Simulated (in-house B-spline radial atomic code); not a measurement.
# Re⁵⁵⁺: ionisation energy by several methods

Wanted: one ionisation energy, Re⁵⁵⁺ to configuration [Ar] 3d1, up the ladder of functionals.

Method: scalar-relativistic (X2C), several functionals, spin-polarised; spherical all-electron atom at the radial basis limit. Code: in-house B-spline radial atomic code version 1.

### Step 1. What is computed

- element: rhenium (Z = 75)
- charge: +55
- electrons: 20
- configuration: [Ar] 3d2
- nucleus: Fermi, rms radius 5.370 fm

The outer shells:

[Ar] 3d2
```
[Ar] core
3d [↑ ][↑ ][  ][  ][  ]
```

Where spins are not typed, each open shell is filled with up spins first.

### Step 2. SCAN, a meta-GGA

The run's settings:

```ini
Z = 75
electrons = 20.0
configuration = [Ar] 3d2
hamiltonian = x2c
method = scan,scan
spin_polarised = True
nucleus = fermi
rms_radius = 5.3698
mass_number = 187
atomic_mass = 186.955752217
speed_of_light = 137.035999084
```

### Step 3. LDA (PW92)

Settings: those of step 2 with these lines changed.

```diff
@@ -4,3 +4,3 @@
 hamiltonian = x2c
-method = scan,scan
+method = lda,pw
 spin_polarised = True
```

### Step 4. LDA (VWN5)

Settings: those of step 3 with these lines changed.

```diff
@@ -4,3 +4,3 @@
 hamiltonian = x2c
-method = lda,pw
+method = lda,vwn
 spin_polarised = True
```

### Step 5. OLYP, a GGA

Settings: those of step 4 with these lines changed.

```diff
@@ -4,3 +4,3 @@
 hamiltonian = x2c
-method = lda,vwn
+method = optx,lyp
 spin_polarised = True
```

### Step 6. TPSS, a meta-GGA

Settings: those of step 5 with these lines changed.

```diff
@@ -4,3 +4,3 @@
 hamiltonian = x2c
-method = optx,lyp
+method = tpss,tpss
 spin_polarised = True
```

The tabulated ionisation energy is 5388 ± 5 eV (tabulated theoretical; NIST Atomic Spectra Database). What does each method give, and which comes nearest?

The runs gave:

| method | rung | total energy (hartree) | ΔSCF (eV) | −ε highest (eV) | ΔSCF less tabulated (eV) |
| --- | --- | --- | --- | --- | --- |
| LDA (PW92) | LDA | -13722.0807 | 5342.43 | 5272.88 (3d up) | -45.57 |
| LDA (VWN5) | LDA | -13722.0886 | 5342.44 | 5272.89 (3d up) | -45.56 |
| OLYP | GGA | -13735.1114 | 5348.54 | 5279.48 (3d up) | -39.46 |
| SCAN | meta-GGA | -13733.6298 | 5342.49 | 5274.46 (3d up) | -45.51 |
| TPSS | meta-GGA | -13733.4926 | 5341.17 | 5271.94 (3d up) | -46.83 |

What this shows: Tables give 5388 ± 5 eV (tabulated theoretical; NIST Atomic Spectra Database) for the ionisation energy. OLYP misses by -39.46 eV, the least, and TPSS by -46.83 eV (0.87 %), the most. Mean absolute error by rung (exchange-only levels left out): LDA 45.57 eV, GGA 39.46 eV, meta-GGA 46.17 eV. All methods miss on the same side by much the same amount, which points to something that they share. Relativistic terms that these runs lack can be as large as the gaps between close methods, so the nearest may be so by luck. Spin-orbit coupling is left out. Open shells are averaged (over orientations, and over spins where the run is restricted), while tables refer to the lowest levels.

Members of this set that are not shown: 2 used exact exchange with fractional occupations of an open shell, which is unsound here.
